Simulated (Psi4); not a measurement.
# A workflow on SiN2H5OF (SMILES N[Si](N)(O)F)

Wanted: a geometry optimisation (B3LYP-D3(BJ)/def2-SVP), then the harmonic vibrations of SiN2H5OF. 

The results are computed with Psi4 1.11.

### Step 1. The system as given

SiN2H5OF: 10 atoms, total charge 0, spin state singlet. SMILES: `N[Si](N)(O)F`. Geometry: relaxed at PBE0-D4/def2-TZVP. This is one conformer, not always the lowest. The run starts from this shape.

Bond lengths: N1–Si2 1.685 Å, Si2–N3 1.695 Å, Si2–O4 1.637 Å, Si2–F5 1.605 Å, N1–H6 1.004 Å, N1–H7 1.005 Å, N3–H8 1.005 Å, N3–H9 1.005 Å, O4–H10 0.958 Å. Some angles: N1–Si2–N3 109.0°, N1–Si2–O4 103.8°, N1–Si2–F5 116.8°, N3–Si2–O4 119.6°, N3–Si2–F5 102.6°, O4–Si2–F5 105.7°, Si2–N1–H6 122.0°, Si2–N1–H7 121.9°, Si2–N3–H8 121.3°, Si2–N3–H9 121.7°.

### Step 2. A geometry optimisation at B3LYP-D3(BJ)/def2-SVP (density fitting) (run 1)

fh5n2osi.in reads:

```
memory 1.6 GB

molecule {
  0 1
  N     -0.415800     1.495400    -0.024800
  Si     0.063400    -0.096400    -0.298300
  N     -0.488700    -1.065100     0.977800
  O      1.671000     0.022600    -0.585100
  F     -0.553900    -0.827100    -1.586600
  H     -1.328300     1.723100     0.327300
  H      0.046600     2.272000    -0.464100
  H     -0.741200    -2.027100     0.831100
  H     -0.238900    -0.873700     1.932500
  H      2.068800    -0.674900    -1.106900
}

set basis def2-SVP
set geom_maxiter 60

opt('b3lyp-d3bj')
print_variables()
```

Run with:

```
$ psi4 -i fh5n2osi.in -o fh5n2osi.out -n 1
```

fh5n2osi.out:

```text
[...]
  Running in c1 symmetry.
[...]
  Nuclear repulsion =  266.084717524050177
[...]
  Multiplicity = 1
[...]
  Nalpha       = 25
  Nbeta        = 25
[...]
    Number of basis functions: 99
[...]
   @DF-RKS iter   1:  -576.38541547587272   -3.86776e-03   1.21613e-02 DIIS/ADIIS
[...]
   @DF-RKS iter   7:  -576.96723031699094   -2.27374e-13   2.95764e-09 DIIS
[...]
    Orbital Energies [Eh]
    ---------------------
    Doubly Occupied:
       1A    -66.172058     2A    -24.645240     3A    -19.120683
       4A    -14.300762     5A    -14.300119     6A     -5.325746
       7A     -3.690174     8A     -3.688192     9A     -3.687295
      10A     -1.129185    11A     -0.975255    12A     -0.839341
      13A     -0.819126    14A     -0.553142    15A     -0.502124
      16A     -0.492333    17A     -0.464669    18A     -0.441014
      19A     -0.430286    20A     -0.404560    21A     -0.380576
      22A     -0.346289    23A     -0.322894    24A     -0.262673
      25A     -0.259592
[...]
  @DF-RKS Final Energy:  -576.96723031699094
   => Energetics <=
    Nuclear Repulsion Energy =            262.9529963992140438
    One-Electron Energy =               -1320.4166082214871949
    Two-Electron Energy =                 525.6325592976101007
    DFT Exchange-Correlation Energy =     -45.1242924762406261
    Empirical Dispersion Energy =          -0.0118853160872826
    VV10 Nonlocal Energy =                  0.0000000000000000
    Total Energy =                       -576.9672303169909355
[...]
 Multipole Moments:
 ------------------------------------------------------------------------------------
     Multipole            Electronic (a.u.)      Nuclear  (a.u.)        Total (a.u.)
 ------------------------------------------------------------------------------------
 L = 1.  Multiply by 2.5417464519 to convert [e a0] to [Debye]
 Dipole X            :         -0.1436509            0.1259444           -0.0177064
 Dipole Y            :         -1.7164311            1.6026796           -0.1137515
 Dipole Z            :         -3.7746445            4.2400787            0.4654342
 Magnitude           :                                                    0.4794600
[...]
  -Total Gradient:
     Atom            X                  Y                   Z
    ------   -----------------  -----------------  -----------------
       1       -0.000001730010    -0.000049831587    -0.000044760025
       2       -0.000080058725    -0.000088049811    -0.000019976585
       3       -0.000006138025    -0.000018298551     0.000028173660
       4       -0.000002568278    -0.000055814664    -0.000025861071
       5       -0.000016287979    -0.000085791199     0.000032556724
       6       -0.000010609551    -0.000050753289    -0.000039894534
       7       -0.000037971815    -0.000068640869    -0.000069789909
       8       -0.000024159003    -0.000031723036     0.000046232441
       9       -0.000030633754    -0.000014217376     0.000007751700
      10       -0.000017585325    -0.000089984438     0.000022805055
[...]
    Final optimized geometry and variables:
    Molecular point group: c1
    Full point group: C1
    Geometry (in Angstrom), charge = 0, multiplicity = 1:
    N           -0.473608018761     1.631574958074     0.328919662570
    SI           0.010028828620     0.028085791730     0.051848390430
    N           -0.554373869562    -0.953660853456     1.332429761095
    O            1.641005818579     0.136417111911    -0.242752802893
    F           -0.612460138526    -0.708771459008    -1.268966591079
    H           -1.398183626169     1.854104098645     0.677062483678
    H           -0.020780278072     2.411866813812    -0.132322197690
    H           -0.786856705627    -1.928882373096     1.181603684445
    H           -0.303207691430    -0.761928275123     2.295578586187
    H            2.015239544537    -0.578052302859    -0.770771204249
[...]
```

The script printed:

```text
Optimizer: Optimization complete!
```

Wall time 84 s (1 thread of Intel Xeon Platinum 8259CL at 2.50GHz (Skylake/Cascade Lake), shared host); peak memory 0.78 GiB.

Steps, from the record of the run:

```tsv
step	energy from the first frame kept (eV)	largest force (eV/Å)
0	0.0000	1.1129
1	-0.0393	0.2788
2	-0.0410	0.0828
3	-0.0412	0.0188
4	-0.0412	0.0203
5	-0.0413	0.0104
6	-0.0414	0.0091
7	-0.0414	0.0109
8	-0.0414	0.0062
```

After the run. Bond lengths: N1–Si2 1.698 Å, Si2–N3 1.709 Å, Si2–O4 1.661 Å, Si2–F5 1.636 Å, N1–H6 1.013 Å, N1–H7 1.013 Å, N3–H8 1.014 Å, N3–H9 1.014 Å, O4–H10 0.964 Å. Some angles: N1–Si2–N3 109.0°, N1–Si2–O4 104.3°, N1–Si2–F5 116.7°, N3–Si2–O4 119.6°, N3–Si2–F5 102.7°, O4–Si2–F5 105.1°, Si2–N1–H6 121.6°, Si2–N1–H7 121.7°, Si2–N3–H8 121.1°, Si2–N3–H9 121.4°.

### Step 3. The harmonic vibrations at B3LYP-D3(BJ)/def2-SVP (density fitting) (run 2)

fh5n2osi.in reads:

```
memory 1600 MB

molecule {
  0 1
  N
  Si 1 1.697601
  N 2 1.709464 1 109.03437
  O 2 1.660907 1 104.3061 3 -128.89314
  F 2 1.635544 4 105.06329 1 123.25804
  H 1 1.012701 2 121.58535 5 74.29902
  H 1 1.013239 6 113.28432 2 159.47875
  H 3 1.013831 2 121.11087 5 25.33767
  H 3 1.013658 8 112.34118 2 -155.00831
  H 4 0.964012 2 115.46893 5 -31.88654
}

set {
  basis                      def2-SVP
  t                          298.15
  rotational_symmetry_number 1
}

e_tot, wfn = frequency("b3lyp-d3bj", return_wfn=True)
print_variables()
```

Run with:

```
$ psi4 -n 1 fh5n2osi.in fh5n2osi.out
```

fh5n2osi.out, cut to the lines that bear on the results:

```text
[...]
  Running in c1 symmetry.
[...]
  Nuclear repulsion =  262.952977898747065
[...]
  Multiplicity = 1
[...]
  Nalpha       = 25
  Nbeta        = 25
[...]
    Number of basis functions: 99
[...]
   @DF-RKS iter   1:  -576.39517738249879   -9.89278e-02   1.20585e-02 DIIS/ADIIS
[...]
   @DF-RKS iter  12:  -576.96722773431736   -3.18323e-12   2.66052e-09 DIIS
[...]
  @DF-RKS Final Energy:  -576.96722773431736
   => Energetics <=
    Nuclear Repulsion Energy =            262.9644305046260797
    One-Electron Energy =               -1320.4362589232071059
    Two-Electron Energy =                 525.6415479204703161
    DFT Exchange-Correlation Energy =     -45.1250617845204758
    Empirical Dispersion Energy =          -0.0118854516862254
    VV10 Nonlocal Energy =                  0.0000000000000000
    Total Energy =                       -576.9672277343173619
[...]
 Multipole Moments:
[...]
  -Total Gradient:
     Atom            X                  Y                   Z
    ------   -----------------  -----------------  -----------------
       1        0.000025252562     0.000023957881     0.000047191359
       2        0.000128657520    -0.000041146029     0.000101220286
       3       -0.000302032687    -0.000188534282    -0.000203344609
       4        0.000094650962     0.000762588250     0.001577589902
       5        0.000025994810    -0.000050947953     0.000077679674
       6        0.000039705209     0.000016400117     0.000051251214
       7        0.000077913385     0.000022275029     0.000063962606
       8       -0.000070785015    -0.000137922622    -0.000005716959
       9        0.000377146810     0.000193921365     0.000227841205
      10       -0.000077985482    -0.000803372455    -0.001466985612
[...]
  ==> Harmonic Vibrational Analysis <==
[...]
  Freq [cm^-1]                 166.2662            223.1479            249.1017
[...]
  IR activ [km/mol]            32.8210             13.9052              3.1970
[...]
  Freq [cm^-1]                 264.3639            309.2210            336.1740
[...]
  IR activ [km/mol]            33.0798             95.0664             97.9448
[...]
  Freq [cm^-1]                 803.9513            833.9573            898.5706
[...]
  Freq [cm^-1]                 969.2132            992.8805           1525.7215
[...]
  Freq [cm^-1]                1533.0482           3590.7681           3599.7823
[...]
  Freq [cm^-1]                3687.8182           3701.2010           3881.8373
[...]
```

On the terminal:

```text
Warning: used thermodynamics relations inappropriate for low-frequency modes: ['166.2662' '223.1479' '249.1017' '264.3639' '309.2210' '336.1740'
 '349.4524' '352.3624' '374.4854' '433.1960']
```

Run time: 10 min. Hardware: 1 thread of Intel Xeon Platinum 8259CL at 2.50GHz (Skylake/Cascade Lake), shared host; peak memory 0.81 GiB.

### Step 4. Summary of results

| quantity | value |
| --- | --- |
| run 1, B3LYP-D3(BJ)/def2-SVP: total energy at the end | -576.96723 Eh |
| run 1, B3LYP-D3(BJ)/def2-SVP: dipole moment | 1.22 D |
| run 1, B3LYP-D3(BJ)/def2-SVP: HOMO energy | -7.06 eV |
| run 1, B3LYP-D3(BJ)/def2-SVP: LUMO energy | 1.00 eV |
| run 1, B3LYP-D3(BJ)/def2-SVP: HOMO–LUMO gap | 8.06 eV |
| run 1, B3LYP-D3(BJ)/def2-SVP: dispersion energy | -31.20 kJ/mol |
| run 2, B3LYP-D3(BJ)/def2-SVP: lowest harmonic wavenumber | 166 cm⁻¹ |
| run 2, B3LYP-D3(BJ)/def2-SVP: highest harmonic wavenumber | 3882 cm⁻¹ |
| run 2, B3LYP-D3(BJ)/def2-SVP: zero-point energy | 183.0 kJ/mol |
| run 2, B3LYP-D3(BJ)/def2-SVP: ideal-gas entropy at 298.15 K (symmetry number 1 as used) | 81.7 cal/(mol K) |

**Reading.** The optimisation (run 1, B3LYP-D3(BJ)/def2-SVP) took 9 steps and changed the energy by -0.041 eV. All 24 modes (run 2, B3LYP-D3(BJ)/def2-SVP) are real, so the shape is a minimum at this level.
